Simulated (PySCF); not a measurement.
# C3H10OSi: the cost of one run

Computed with PySCF 2.14.0, with density-fitted response routines of our own, on a single molecule in the gas phase. Atoms are numbered from 0 throughout.

### 1 The molecule as given

15 atoms, charge 0, multiplicity 1; geometry from: GFN2-xTB. The atoms were then displaced at random by about 0.03 Å, so the start is not that level's minimum.

Bonds of the start (Å): C0–Si1 1.85, Si1–C2 1.91, Si1–C3 2.01, Si1–O4 1.62, C0–H5 1.05, C0–H6 1.14, C0–H7 1.12, C2–H8 1.13, C2–H9 1.08, C2–H10 1.03, C3–H11 1.01, C3–H12 1.07, C3–H13 1.11, O4–H14 0.96.

### 2 Optimising the geometry at PBE0-D3(BJ)/def2-SVP

What the job is given:

```
{"job": {"xc": "PBE0", "basis": "def2-SVP", "d3": "d3bj", "grid": 1, "shake": 0.03, "kind": "geom"}, "charge": 0, "multiplicity": 1}
C     -0.262050     1.353550    -1.052220
Si    -0.235670    -0.003640     0.198180
C     -0.719940    -1.665780    -0.611170
C      1.631900    -0.009410     0.951630
O     -1.363670     0.169400     1.341090
H      0.386610     1.319740    -1.872450
H     -0.099620     2.389120    -0.602640
H     -1.262980     1.494760    -1.533110
H     -0.681410    -2.434100     0.214950
H      0.052130    -1.944300    -1.318160
H     -1.665990    -1.632950    -1.023720
H      2.298090    -0.299070     0.250840
H      1.732190     0.988590     1.322840
H      1.542400    -0.716590     1.803870
H     -1.393580     0.930540     1.930250
```

Started as:

```
> OMP_NUM_THREADS=1 python probes_run.py task.json out
```

The driver reads the jobs from task.json and runs them one after another.

**Question.** How long does this first job take on 1 thread of Arm Neoverse V1, shared host, and how much memory does it need?

About 55 s, with a peak of 0.49 GiB.
